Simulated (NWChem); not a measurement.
**AuF (SMILES [F][Au]) at B98/def2-QZVP (core potential)**

Aim: the vertical singlet–triplet gap of AuF at B98/def2-QZVP (core potential), from 2 runs. The job is set up through an ASE script.

The calculation is run with NWChem 7.3.0.

2 further runs of the same task are left out: 2 set aside as unsound or not needed.

### 1 Starting point

The species is AuF (2 atoms), meant as a singlet with charge 0. As SMILES, `[F][Au]`. The shape is that of a PBE0-D4/def2-TZVP optimisation.

Bond lengths: F1–Au2 1.939 Å.

### 2 Energy and forces at B98/def2-QZVP (core potential)

The input, run.py:

```python
from ase import Atoms
from ase.calculators.nwchem import NWChem

atoms = Atoms(['F', 'Au'], positions=[
    [0.839700, -0.327100, 0.415300],
    [-0.810300, 0.267000, -0.411300],
])

calc = NWChem(
    label='nw',
    theory='dft',
    memory='2200 mb',
    basis='def2-QZVP',
    basispar='spherical bse',
    dft={'xc': 'becke98', 'mult': '1', 'grid': 'coarse', 'iterations': '150', 'mulliken': None, 'print': 'low'},
    **{'ecp bse': {'Au library': 'def2-QZVP'}},
)
atoms.calc = calc

forces = atoms.get_forces()
print(f"energy = {atoms.get_potential_energy():.6f} eV")
print("forces (eV/A):")
for s, f in zip(atoms.symbols, forces):
    print(f"{s:2s} {f[0]:10.5f} {f[1]:10.5f} {f[2]:10.5f}")
```

Started as:

```
$ export ASE_NWCHEM_COMMAND="nwchem PREFIX.nwi > PREFIX.nwo"
$ python run.py
```

The log of the run:

```text
energy = -6410.391977 eV
forces (eV/A):
F     0.02170   -0.00782    0.01090
Au   -0.02170    0.00782   -0.01090
```

The calculator wrote nw.nwi:

```
title "nw"

permanent_dir nw

scratch_dir nw

start nw

geometry units angstrom nocenter noautosym noautoz
  F  8.3970000000000000e-01 -3.2710000000000000e-01 4.1530000000000000e-01
  Au -8.1030000000000002e-01 2.6700000000000002e-01 -4.1130000000000000e-01
end

memory 2200 mb

basis spherical bse noprint
   * library def2-QZVP
end

dft
  xc becke98
  mult 1
  grid coarse
  iterations 150
  mulliken
  print low
end
ecp bse
  Au library def2-QZVP
end

task dft gradient
```

nw.nwo:

```text
Northwest Computational Chemistry Package (NWChem) 7.3.0
             --------------------------------------------------------

           Job information
           ---------------

    nwchem branch   = 7.3.0
    use scalapack   = T
    input           = nw.nwi
    prefix          = nw.
    data base       = nw/nw.db
    status          = startup
    nproc           =        1

           Memory information
           ------------------

    heap     =     72089600 doubles =      550.0 Mbytes
    stack    =     72089597 doubles =      550.0 Mbytes
    global   =    144179200 doubles =     1100.0 Mbytes (distinct from heap & stack)
    total    =    288358397 doubles =     2200.0 Mbytes
    verify   = yes
    hardfail = no

           Directory information
           ---------------------

  0 permanent = nw
  0 scratch   = nw

[... 27 lines left out ...]
            Nuclear Dipole moment (a.u.)
[... 48 lines left out ...]
   convergence    iter        energy       DeltaE   RMS-Dens  Diis-err    time
[... 12 lines left out ...]
         Total DFT energy =     -235.577561959684
      One electron energy =     -471.521241506097
           Coulomb energy =      212.545236506096
    Exchange-Corr. energy =      -23.275785702679
 Nuclear repulsion energy =       46.674228742996
[... 14 lines left out ...]
     -------------------------------------------
      Total Density - Lowdin Population Analysis
     -------------------------------------------

    Atom       Charge   Shell Charges
 -----------   ------   -------------------------------------------------------
    1 F    9     9.31   0.67  0.56  0.51  0.30  0.51  0.78  0.45  1.44  1.85  1.50  0.70  0.00  0.00  0.03  0.00  0.00  0.00
    2 Au  19    18.69   0.01  0.02  0.84  0.96  0.36  0.29  0.14  2.60  2.45  0.94  0.15  0.03  2.30  3.86  2.84  0.79  0.00  0.00  0.10  0.00

                         DFT ENERGY GRADIENTS

    atom               coordinates                        gradient
                 x          y          z           x          y          z
   1 F       1.586803  -0.618129   0.784803   -0.000422   0.000152  -0.000212
   2 Au     -1.531245   0.504557  -0.777244    0.000422  -0.000152   0.000212

 Task  times  cpu:       50.3s     wall:       50.3s
 Total times  cpu:       50.3s     wall:       50.3s
```

It took 52 s on 1 thread of Intel Xeon Platinum 8259CL at 2.50GHz (Skylake/Cascade Lake), shared host; peak memory 0.14 GiB.

### 3 The triplet

The input, auf.xyz:

```xyz
2
AuF
F      0.839700    -0.327100     0.415300
Au    -0.810300     0.267000    -0.411300
```

The input, run.py:

```python
from ase.io import read
from ase.calculators.nwchem import NWChem

mol = read('auf.xyz')

calc = NWChem(
    label='auf',
    theory='dft',
    memory='2200 mb',
    basis='def2-QZVP',
    basispar='spherical bse',
    dft={'xc': 'becke98', 'mult': '3', 'grid': 'coarse', 'iterations': '150', 'mulliken': None},
    **{'ecp bse': {'Au library': 'def2-QZVP'}},
)
mol.calc = calc

forces = mol.get_forces()
print("Total energy (eV):", round(mol.get_potential_energy(), 6))
print("forces (eV/A):")
for s, f in zip(mol.symbols, forces):
    print(f"{s:2s} {f[0]:10.5f} {f[1]:10.5f} {f[2]:10.5f}")
```

Started as:

```
$ export ASE_NWCHEM_COMMAND="nwchem PREFIX.nwi > PREFIX.nwo"
$ python run.py
```

The log of the run:

```text
Total energy (eV): -6408.204062
forces (eV/A):
F     0.94617   -0.34067    0.47401
Au   -0.94617    0.34067   -0.47401
```

The calculator wrote auf.nwi:

```
title "auf"

permanent_dir auf

scratch_dir auf

start auf

geometry units angstrom nocenter noautosym noautoz
  F  8.3970000000000000e-01 -3.2710000000000000e-01 4.1530000000000000e-01
  Au -8.1030000000000002e-01 2.6700000000000002e-01 -4.1130000000000000e-01
end

memory 2200 mb

basis spherical bse noprint
   * library def2-QZVP
end

dft
  xc becke98
  mult 3
  grid coarse
  iterations 150
  mulliken
end
ecp bse
  Au library def2-QZVP
end

task dft gradient
```

auf.nwo:

```text
Northwest Computational Chemistry Package (NWChem) 7.3.0
             --------------------------------------------------------

           Job information
           ---------------

    nwchem branch   = 7.3.0
    use scalapack   = T
    input           = auf.nwi
    prefix          = auf.
    data base       = auf/auf.db
    status          = startup
    nproc           =        1

           Memory information
           ------------------

    heap     =     72089600 doubles =      550.0 Mbytes
    stack    =     72089597 doubles =      550.0 Mbytes
    global   =    144179200 doubles =     1100.0 Mbytes (distinct from heap & stack)
    total    =    288358397 doubles =     2200.0 Mbytes
    verify   = yes
    hardfail = no

           Directory information
           ---------------------

  0 permanent = auf
  0 scratch   = auf

[... 82 lines left out ...]
          Convergence on energy requested:  1.00D-06
[... 21 lines left out ...]
          Spatial weights used:  Erf1
[... 4 lines left out ...]
          total energy or number of iterations.
[... 28 lines left out ...]
 2-e energy   =     188.989334
[... 47 lines left out ...]
      One electron energy =     -469.990452461024
[... 2 lines left out ...]
 Nuclear repulsion energy =       46.674228742996
[... 2007 lines left out ...]
          Convergence on energy requested:  1.00D-06
[... 21 lines left out ...]
          Spatial weights used:  Erf1
[... 4 lines left out ...]
          total energy or number of iterations.
[... 18 lines left out ...]
                            NWChem DFT Gradient Module
                            --------------------------

                                        auf

  charge          =   0.00
  wavefunction    = open shell

                         DFT ENERGY GRADIENTS

    atom               coordinates                        gradient
                 x          y          z           x          y          z
   1 F       1.586803  -0.618129   0.784803   -0.018400   0.006625  -0.009218
   2 Au     -1.531245   0.504557  -0.777244    0.018400  -0.006625   0.009218

                 ----------------------------------------
                 |  Time  |  1-e(secs)   |  2-e(secs)   |
                 ----------------------------------------
                 |  CPU   |       0.10   |      14.11   |
                 ----------------------------------------
                 |  WALL  |       0.10   |      14.11   |
                 ----------------------------------------

 Task  times  cpu:      140.9s     wall:      140.9s
 Total times  cpu:      140.9s     wall:      140.9s
```

It took 2.4 min on 1 thread of Intel Xeon Platinum 8259CL at 2.50GHz (Skylake/Cascade Lake), shared host; peak memory 0.14 GiB.

### 4 Results

At B98/def2-QZVP (core potential):

| quantity | value |
| --- | --- |
| singlet: total energy | -235.57756 Eh |
| singlet: largest force on an atom | 0.026 eV/Å |
| triplet: total energy | -235.49716 Eh |
| triplet: dipole moment | 1.47 D |
| triplet: HOMO energy (highest over α and β) | -6.74 eV |
| triplet: LUMO energy (lowest over α and β) | -6.67 eV |
| triplet: ⟨S²⟩ | 2.006 |
| triplet: largest force on an atom | 1.112 eV/Å |
| vertical energy of the triplet above the singlet | 2.188 eV |

**Reading.** At this shape the triplet lies 2.19 eV (211 kJ/mol) above the singlet.
